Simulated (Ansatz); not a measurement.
# BClH4OSi: a ladder of functionals and wavefunction methods

One table from this session's results is given with a row withheld; the runs are named, their logs left out.

Method: functionals in def2-TZVPP, the program's frozen cores in correlated methods; program: Ansatz 0.2.0, Gaussian basis.

Plan: LDA (SPW92), PBE-D4, revPBE-D4, BLYP-D4, r2SCAN-D4, B97M-V, PBE0-D4, B3LYP-D4, r2SCANh-D4, r2SCAN0-D4, HSE06-D4, BHLYP-D4, CAM-B3LYP-D4, LC-ωPBE, ωB97X-V, ωB97M-V, B2PLYP, PBE-QIDH; CCSD(T)/def2-SVP; CCSD(T)/def2-TZVPP; MP2/def2-QZVPP; extrapolation to the limit; RPA on PBE.

**Structure used throughout**

An earlier PBE0-D4 in a triple-zeta def2 set relaxation fixed the geometry.

SMILES `OB([SiH3])Cl`, 8 atoms, charge 0, spin multiplicity 1.

Atoms are counted from 1 here; the program's logs count them from 0.

Bond lengths: O1–B2 1.343 Å, O1–H5 0.965 Å, B2–Si3 2.023 Å, B2–Cl4 1.779 Å, Si3–H6 1.486 Å, Si3–H7 1.488 Å, Si3–H8 1.488 Å. Angles: B2–O1–H5 113.9°, O1–B2–Si3 121.8°, O1–B2–Cl4 119.2°, Si3–B2–Cl4 119.0°, B2–Si3–H6 112.1°, B2–Si3–H7 109.2°, B2–Si3–H8 109.2°, H6–Si3–H7 109.1°, H6–Si3–H8 109.1°, H7–Si3–H8 108.1°.

Set-up of the first run:

The input, in.yaml:

```yaml
crystal:
  periodic: [false, false, false]
  atoms:
    - {symbol: O, position_ang: [-0.463387, 1.550875, -0.887962]}
    - {symbol: B, position_ang: [-0.138061, 0.255272, -0.750147]}
    - {symbol: Si, position_ang: [0.266281, -0.556197, 1.058368]}
    - {symbol: Cl, position_ang: [-0.059070, -0.776790, -2.196423]}
    - {symbol: H, position_ang: [-0.632477, 1.816924, -1.799569]}
    - {symbol: H, position_ang: [0.148712, 0.439360, 2.155935]}
    - {symbol: H, position_ang: [1.647883, -1.109108, 1.049146]}
    - {symbol: H, position_ang: [-0.677883, -1.677437, 1.314953]}
basis:
  gaussian: {orbitals: def2-TZVPP}
hamiltonian: {xc: lda}
output: {orbitals: {seedname: orbitals}}
```

On the command line:

```console
$ ansatz run in.yaml --threads 2 --pin off --events-out ev --progress --plain --max-ram 4352MiB
```

Among the steps run: LDA; PBE-D4 (GGA); revPBE-D4 (GGA); BLYP-D4 (GGA); r2SCAN-D4 (meta-GGA); B97M-V (meta-GGA); B3LYP-D4 (hybrid); r2SCANh-D4 (hybrid); r2SCAN0-D4 (hybrid); HSE06-D4 (hybrid); BHLYP-D4 (hybrid); CAM-B3LYP-D4 (range-separated); LC-ωPBE (range-separated); ωB97X-V (range-separated); ωB97M-V (range-separated); B2PLYP (double hybrid); PBE-QIDH (double hybrid).

One of the session's tables, all rows but one given; the rest of the session is left out.

It belongs to the step «Orbital energies across the functionals». 

```
  functional  HOMO (eV)  gap (eV)
 LDA (SPW92)      -7.27      5.01
      PBE-D4      -7.17      5.14
   revPBE-D4      -7.12      5.18
     BLYP-D4      -7.04      5.19
   r2SCAN-D4      -7.46      5.67
      B97M-V      -7.57      5.72
     PBE0-D4          ?         ?
    B3LYP-D4      -8.22      6.94
  r2SCANh-D4      -7.92      6.46
  r2SCAN0-D4      -8.61      7.66
    HSE06-D4      -8.03      6.55
    BHLYP-D4      -9.61      9.58
CAM-B3LYP-D4      -9.78      9.86
     LC-ωPBE     -11.12     12.33
     ωB97X-V     -10.78     11.91
     ωB97M-V     -10.56     11.51
```

**Question.** Estimate the row for PBE0-D4.

**Answer.** HOMO (eV): -8.43; gap (eV): 7.33. In the column «HOMO (eV)» it lies between r2SCAN0-D4 (-8.61) and B3LYP-D4 (-8.22).
